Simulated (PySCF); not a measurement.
# Sr2H4: relaxation and vibrations of the singlet

The task is one start of a wider search on Sr2H4: the singlet, built as doubly bridged, planar. It is relaxed, tested by its Hessian and followed downhill if it is a saddle.

The runs use PySCF 2.14.0; PBE0, basis Sr def2-TZVP with ECP28, H def2-TZVP, scalar-relativistic core potentials, no spin–orbit coupling, density fitting.

### 1 Where the work starts

6 atoms, charge 0, spin multiplicity 1.

Bond lengths: Sr1–Sr2 3.137 Å, Sr1–H3 2.300 Å, Sr1–H4 2.300 Å, Sr1–H5 2.170 Å, Sr2–H3 2.300 Å, Sr2–H4 2.300 Å, Sr2–H6 2.170 Å. Angles: Sr2–Sr1–H3 47.0°, Sr2–Sr1–H4 47.0°, Sr2–Sr1–H5 180.0°, H3–Sr1–H4 94.0°, H3–Sr1–H5 133.0°, H4–Sr1–H5 133.0°, Sr1–Sr2–H3 47.0°, Sr1–Sr2–H4 47.0°, Sr1–Sr2–H6 180.0°, H3–Sr2–H4 94.0°, H3–Sr2–H6 133.0°, H4–Sr2–H6 133.0°, Sr1–H3–Sr2 86.0°, Sr1–H4–Sr2 86.0°.

```xyz
6
charge 0 multiplicity 1
Sr    1.5687    0.0000    0.0000
Sr   -1.5687    0.0000    0.0000
H     0.0000    1.6823    0.0000
H     0.0000   -1.6823    0.0000
H     3.7387    0.0000    0.0000
H    -3.7387    0.0000    0.0000
```

### 2 The SCF at the typed geometry

The steps below are one call of a driver around PySCF. For each, scf.py gives the equivalent set-up of the SCF; relaxations use the driver's own optimiser. After this first run the driver tries any further starts and a stability analysis.

Input file scf.py:

```python
from pyscf import gto, scf, dft
mol = gto.M(atom='''
Sr     1.568700     0.000000     0.000000
Sr    -1.568700     0.000000     0.000000
H      0.000000     1.682300     0.000000
H      0.000000    -1.682300     0.000000
H      3.738700     0.000000     0.000000
H     -3.738700     0.000000     0.000000''',
    basis={'Sr': 'def2-TZVP', 'H': 'def2-TZVP'},
    ecp={'Sr': 'def2-TZVP'},
    charge=0, spin=0)
mf = dft.RKS(mol, xc='PBE0')
mf.grids.atom_grid = (50, 194)
aux = {'Sr': 'def2-universal-JKFIT', 'H': 'def2-universal-JKFIT'}
mf = mf.density_fit(auxbasis=aux)
mf.conv_tol = 1e-08
mf.diis_space = 10
mf.max_cycle = 60
mf.init_guess = 'minao'
mf.verbose = 4
mf.kernel()
```

The run is started by

```
> OMP_NUM_THREADS=2 python axn.py task.json out
```

The runs that follow: Relaxing the singlet from the doubly bridged, planar start; Frequencies; Leaving the saddle point; Is it a minimum? Harmonic modes.

Before running it: what results should come out? Wanted: minimum; geometry; wavenumbers; dipole moment; highest occupied, lowest empty level; polar-tensor charge of Sr1; zero-point energy; atomisation energy.

**Answer**, as computed:

| quantity | value |
| --- | --- |
| minimum | singlet, C2h |
| geometry | Sr–H 2.170 Å (×2), Sr–H 2.335 Å (×4), Sr–Sr 3.726 Å; H–Sr–H 74.2° (×2), H–Sr–H 124.2° (×4), H–Sr–Sr 37.1° (×4), H–Sr–Sr 134.8° (×2), Sr–H–Sr 105.8° (×2) |
| wavenumbers (cm⁻¹) | 114 (bu), 128 (ag), 176 (ag), 222 (au), 341 (bg), 479 (bu), 792 (au), 890 (ag), 933 (bg), 1050 (bu), 1189 (bu), 1193 (ag) |
| dipole moment | 0.00 D |
| highest occupied, lowest empty level | -5.46, -1.30 eV |
| polar-tensor charge of Sr1 | +1.31 e |
| zero-point energy | 44.9 kJ/mol |
| entropy at 298.15 K | 333.6 J/(mol K) |
| atomisation energy (no zero-point energy) | 999 kJ/mol |

In words: From D2h at the start the molecule goes to a C2h minimum, after a stop at a second-order saddle point 8.3 kJ/mol higher, from which it was pushed off along an imaginary mode. The strongest infrared band lies at 1050 cm⁻¹ (bu). The dipole vanishes although Sr1 carries +1.3 e by the polar tensor: the bond dipoles cancel. Other starts or spin states, not run here, may lie lower.
